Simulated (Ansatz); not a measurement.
# Rb3GaBr6: the cost of one run

Program: Ansatz 0.2.0. Level of theory: DFT PBEsol, scalar-relativistic, plane waves, PAW. These are calculated values, not measurements.

1 further run of the same task is left out (set aside as unsound or not needed).

## 1. The system as given

It takes space group Fm-3m (No. 225, cubic). The conventional cell has a = 11.624 Å, b = 11.624 Å, c = 11.624 Å, α = 90.00°, β = 90.00°, γ = 90.00°. Rb (site symmetry -43m) is surrounded by 12 Br at 4.12 Å. Around Rb (site symmetry m-3m) lie 6 Br at 3.24 Å. Ga (site symmetry m-3m) is surrounded by 6 Br at 2.57 Å. Around Br (site symmetry 4mm) lie 1 Ga at 2.57 Å and 1 Rb at 3.24 Å.

As a file:

```
Rb Ga Br
1.0
     0.00000    5.81195    5.81195
     5.81195    0.00000    5.81195
     5.81195    5.81195    0.00000
Rb Ga Br
3 1 6
Direct
  0.75000 0.75000 0.75000
  0.25000 0.25000 0.25000
  0.50000 0.50000 0.50000
  0.00000 0.00000 0.00000
  0.77899 0.22101 0.22101
  0.22101 0.22101 0.77899
  0.22101 0.77899 0.77899
  0.22101 0.77899 0.22101
  0.77899 0.22101 0.77899
  0.77899 0.77899 0.22101
```

The structure comes from the Materials Project (structure only).

## 2. One atom moved

Against the listed cell: atom 2 (Rb) moved by 0.23 Å.

Contents of input.yaml:

```yaml
crystal:
  lattice:
    - [0.0, 5.811952, 5.811952]
    - [5.811952, 0.0, 5.811952]
    - [5.811952, 5.811952, 0.0]
  atoms:
    - { symbol: Rb, position: [0.75, 0.75, 0.75] }
    - { symbol: Rb, position: [0.2267272682, 0.2698040177, 0.235017082] }
    - { symbol: Rb, position: [0.5, 0.5, 0.5] }
    - { symbol: Ga, position: [0.0, 0.0, 0.0] }
    - { symbol: Br, position: [0.778994, 0.221006, 0.221006] }
    - { symbol: Br, position: [0.221006, 0.221006, 0.778994] }
    - { symbol: Br, position: [0.221006, 0.778994, 0.778994] }
    - { symbol: Br, position: [0.221006, 0.778994, 0.221006] }
    - { symbol: Br, position: [0.778994, 0.221006, 0.778994] }
    - { symbol: Br, position: [0.778994, 0.778994, 0.221006] }
basis:
  ecutwfc: 420
kpoints:
  mp_grid: { grid: [4, 4, 4] }
hamiltonian:
  xc: pbesol
scf:
  occupations: { method: gaussian, width: 0.02 }
output:
  forces: true
  stress: true
  eigenvalues: true
```

Started as:

```bash
$ ansatz run input.yaml --threads 2 --pin off --max-ram 3584MiB --backend cpu --events-out ev --progress --plain --runs-dir out
```

**Question.** How long does this run take on 2 threads of Arm Neoverse V2, shared host, and how much memory does it need?

About 24 s, with a peak of 0.88 GiB.
